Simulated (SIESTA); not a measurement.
Crystal: BiTe.

```
CELL_PARAMETERS angstrom
0.00000 3.23500 3.23500
3.23500 0.00000 3.23500
3.23500 3.23500 0.00000
ATOMIC_POSITIONS crystal
Bi 0.00000 0.00000 0.00000
Te 0.50000 0.50000 0.50000
```

Base run:

```yaml
Program: SIESTA 5.4.2
Functional: PBE
Potentials_or_basis: PseudoDojo 0.4 standard (PBE files)
Basis: DZP (energy shift 0.003 Ry; two zetas on semicore shells)
Grid_cutoff: 500 Ry
Energy_shift: 0.003 Ry
k_mesh: 7 × 7 × 7
Occupations: fermi-dirac, width 0.05 eV
Spin: no spin polarisation
```

Its results: band gap on the k mesh none (metal or under the smearing width); pressure 1.7 GPa.

Task: The run is repeated on the same cell with these changes: functional from PBE to PBEsol; potentials or basis from PseudoDojo 0.4 standard (PBE files) to PseudoDojo 0.4 standard (PBEsol files). What comes out?

Result: Band gap on the k mesh none (metal or under the smearing width); pressure -0.8 GPa.

Caveats: spin-orbit coupling is left out, which moves the levels of the heavy elements; the basis of atomic orbitals isn't converged, which shifts pressures, moduli and gaps; the basis holds too few empty states to meet the f-sum rule, so the spectrum is short of weight at high energy (some runs).

Not every run made on this cell is shown here.
